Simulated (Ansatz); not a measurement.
**CH5GeN: vertical ionisation energy**

Aim: the vertical ionisation energy of CH5GeN, as cation minus neutral at the neutral's geometry, on several levels, and how well −ε(HOMO) stands in for it.

Computed with Ansatz 0.2.0, Gaussian basis. Level: unrestricted cation, the program's frozen cores in correlated methods.

Levels to be run: UKS PBE-D4/def2-TZVPP; UKS r2SCAN-D4/def2-TZVPP; UKS PBE0-D4/def2-TZVPP; UKS B3LYP-D4/def2-TZVPP; UKS wB97X-V/def2-TZVPP; UKS wB97M-V/def2-TZVPP; UKS B2PLYP/def2-TZVPP; UHF-CCSD(T)/def2-TZVPP; UHF-CCSD(T)/def2-QZVPP; extrapolation to the limit; then −ε(HOMO) from the neutral's earlier runs with LDA (SPW92), PBE-D4, revPBE-D4, BLYP-D4, r2SCAN-D4, B97M-V, PBE0-D4, B3LYP-D4, r2SCANh-D4, r2SCAN0-D4, HSE06-D4, BHLYP-D4, CAM-B3LYP-D4, LC-ωPBE, ωB97X-V, ωB97M-V.

## 1. The relaxed structure

All runs share one geometry, relaxed beforehand with PBE0-D4/def2-TZVP.

SMILES `[CH3][Ge][NH2]`, 8 atoms, charge 0, spin multiplicity 1.

Atoms are counted from 1 here; the program's logs count them from 0.

Bond lengths: C1–Ge2 2.001 Å, C1–H4 1.094 Å, C1–H5 1.091 Å, C1–H6 1.095 Å, Ge2–N3 1.819 Å, N3–H7 1.007 Å, N3–H8 1.009 Å. Angles: Ge2–C1–H4 110.8°, Ge2–C1–H5 111.6°, Ge2–C1–H6 109.4°, H4–C1–H5 108.7°, H4–C1–H6 108.0°, H5–C1–H6 108.2°, C1–Ge2–N3 95.4°, Ge2–N3–H7 122.0°, Ge2–N3–H8 125.6°, H7–N3–H8 112.4°.

## 2. Cation, UKS PBE-D4/def2-TZVPP

The input, in.yaml:

```yaml
crystal:
  periodic: [false, false, false]
  atoms:
    - {symbol: C, position_ang: [-0.661940, 0.861261, -0.597065]}
    - {symbol: Ge, position_ang: [1.191717, 0.622041, 0.118912]}
    - {symbol: N, position_ang: [0.922452, -1.068831, 0.733725]}
    - {symbol: H, position_ang: [-0.935736, 0.030513, -1.254252]}
    - {symbol: H, position_ang: [-0.759870, 1.794686, -1.153359]}
    - {symbol: H, position_ang: [-1.373346, 0.882748, 0.235157]}
    - {symbol: H, position_ang: [1.646563, -1.587998, 1.203184]}
    - {symbol: H, position_ang: [0.062460, -1.591520, 0.657898]}
basis:
  gaussian: {orbitals: def2-TZVPP}
total_charge: 1
magnetization: {spin_polarized: true, initial_magnetization: 1}
hamiltonian: {xc: pbe, dispersion: d4}
```

Command:

```console
> ansatz run in.yaml --threads 2 --pin off --events-out ev --progress --plain --max-ram 20480MiB --backend cpu
```

After this run come: Cation, UKS r2SCAN-D4/def2-TZVPP; Cation, UKS PBE0-D4/def2-TZVPP; Cation, UKS B3LYP-D4/def2-TZVPP; Cation, UKS wB97X-V/def2-TZVPP; Cation, UKS wB97M-V/def2-TZVPP; Cation, UKS B2PLYP (frozen core)/def2-TZVPP; Cation, UHF-CCSD(T)/def2-TZVPP; Cation, UHF-CCSD(T)/def2-QZVPP.

**Question.** What will the summary of the whole plan be? Wanted: ionisation energy, CCSD(T)/CBS; nearest functional by difference; nearest −ε(HOMO); −ε(HOMO) of PBE; T1 of the cation.

**Answer**, as computed:

| quantity | value |
| --- | --- |
| ionisation energy, CCSD(T)/CBS | 8.72 eV |
| nearest functional by difference | B3LYP-D4 (-0.19 eV) |
| nearest −ε(HOMO) | LC-ωPBE (+0.07 eV) |
| −ε(HOMO) of PBE | 5.17 eV |
| T1 of the cation | 0.018 |

By cation minus neutral, the functionals miss by 0.36 eV at most. The PBE orbital energy is 3.5 eV too small: a semilocal HOMO is no ionisation energy. Among orbital estimates LC-ωPBE comes nearest. Hartree-Fock falls 1.21 eV short, as the neutral has more correlation energy than the cation. The cation may have settled in a state other than its lowest; no search over hole states beyond the program's own was made. Correlated methods include outer-core shells of Ge, which these sets cover unevenly. With outer-core shells in play the reference is unsure by up to some tenths of an eV, so close misses can't be ranked.
